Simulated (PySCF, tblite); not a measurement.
# C₅H₆P₂: geometry, infrared bands and NMR shifts

What infrared bands and NMR shifts should C₅H₆P₂ (`Cc1ccpcp1`) show?

The runs use tblite 0.8.0 and PySCF 2.14.0, with density-fitted response routines of our own; the level of theory stands in each step. All values are computed, except where a source is named. Atoms are numbered from 0 throughout.

### Step 1. The molecule as given

13 atoms, charge 0, multiplicity 1; geometry from: force field or distance geometry start.

Bonds of the start (Å): C0–C1 1.49, C1–C2 1.36, C2–C3 1.37, C3–P4 1.76, P4–C5 1.73, C5–P6 1.73, P6–C1 1.74, C0–H7 1.11, C0–H8 1.12, C0–H9 1.12, C2–H10 1.11, C3–H11 1.08, C5–H12 1.08.

### Step 2. Relaxing the molecule with GFN2-xTB

The job: settings as JSON, then the geometry in Å.

```
{"job": {"kind": "relax", "xc": "GFN2-xTB", "basis": "xTB"}, "charge": 0, "multiplicity": 1}
C     -2.055700    -0.339500     0.018700
C     -0.575100    -0.195000    -0.004800
C     -0.065300     1.071000    -0.007600
C      1.267800     1.396700    -0.034300
P      2.545300     0.189500    -0.018900
C      2.081300    -1.481300    -0.009700
P      0.364800    -1.656300     0.006100
H     -2.410800     0.191500    -0.892400
H     -2.392400     0.192900     0.944300
H     -2.332500    -1.420300     0.026900
H     -0.775200     1.918300    -0.014000
H      1.557700     2.433700    -0.036200
H      2.785700    -2.300800     0.004200
```

On the command line:

```sh
$ OMP_NUM_THREADS=1 python probes_run.py task.json out
```

The driver reads the jobs from task.json and runs them one after another.

**Question.** This job is followed by: GFN2-xTB harmonic vibrations, gas phase; GIAO PBE0/pcSseg-1 NMR shielding, non-relativistic, gas phase. What will the session give for the following? strongest single infrared mode (GFN2-xTB); zero-point energy (GFN2-xTB); ¹³C shifts against TMS (PBE0/pcSseg-1); ¹H shifts against TMS (PBE0/pcSseg-1, means over atoms taken as alike); ³¹P shifts against H3PO4 (PBE0/pcSseg-1); surface potential, 1st and 99th percentile.

The runs gave:

| quantity | value |
| --- | --- |
| strongest single infrared mode (GFN2-xTB) | 3006 cm⁻¹, 48 km/mol |
| zero-point energy (GFN2-xTB) | 58.4 kcal/mol |
| ¹³C shifts against TMS (PBE0/pcSseg-1) | 196.9, 177.7, 162.1, 139.8, 29.8 ppm |
| ¹H shifts against TMS (PBE0/pcSseg-1, means over atoms taken as alike) | 10.90, 9.40, 8.47, 3.05 ppm |
| ³¹P shifts against H3PO4 (PBE0/pcSseg-1) | 264.0, 248.3 ppm |
| surface potential, 1st and 99th percentile | -0.70 V and 1.01 V |

**Reading.** Relaxing lowered the energy by 0.921 eV in 19 steps; the close pair that moved most is C0–H8, from 1.120 to 1.090 Å. No mode is imaginary among the 33: a minimum at this level. The strongest single mode, at 3006 cm⁻¹, moves mainly H7 and H8. GFN2-xTB is a fitted tight-binding method: band positions and strengths are rough. Its intensities can rank the bands wrongly. At PBE0/pcSseg-1: Shielding is most anisotropic at P4 (span 815 ppm, paramagnetic term -897 ppm). NICS(1)zz of -25 ppm above the planar ring from C1 marks a diatropic (aromatic) ring current. At PBE0/pcSseg-1, counted by nearest atom on the grid, the HOMO lies on P4, P6 about 23 % each; C1 24 %, the LUMO on P4, P6 about 24 % each; C1, C3 about 19 % each.
